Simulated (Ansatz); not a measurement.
# CH2Se2: the cost of one run

Program: Ansatz 0.2.0. Level of theory: RKS PBE0-D4/def2-SVP. These are calculated values, not measurements.

### 1 The starting structure

Bond lengths: Se1–C2 1.756 Å, C2–Se3 1.872 Å, C2–H4 1.085 Å, Se3–H5 1.455 Å. Angles: Se1–C2–Se3 125.5°, Se1–C2–H4 120.5°, Se3–C2–H4 114.0°, C2–Se3–H5 95.3°.

Coordinates:

```xyz
5

Se   -0.4307   -2.1143   -0.5153
C    -0.1152   -0.5010    0.1018
Se    0.2637    1.0066   -0.9411
H    -0.1263   -0.3074    1.1690
H     0.4086    1.9161    0.1856
```

### 2 End point A

Contents of input.yaml:

```yaml
crystal:
  periodic: [false, false, false]
  atoms:
    - { symbol: Se, position_ang: [-0.43073, -2.11428, -0.51531] }
    - { symbol: C, position_ang: [-0.11517, -0.50101, 0.10183] }
    - { symbol: Se, position_ang: [0.26366, 1.00655, -0.94111] }
    - { symbol: H, position_ang: [-0.12634, -0.30735, 1.16901] }
    - { symbol: H, position_ang: [0.40857, 1.9161, 0.18559] }
basis:
  gaussian: { orbitals: def2-SVP }
hamiltonian:
  xc: pbe0
  dispersion: d4
relax:
  f_tol: 0.015
  max_steps: 40
output:
  orbitals: {}
```

Launch:

```bash
$ ansatz run input.yaml --threads 1 --pin off --max-ram 2048MiB --backend cpu --events-out ev --progress --plain --runs-dir out
```

What time and memory should one allow on 1 thread of Arm Neoverse V1, shared host?

About 17 s, with a peak of 0.19 GiB.
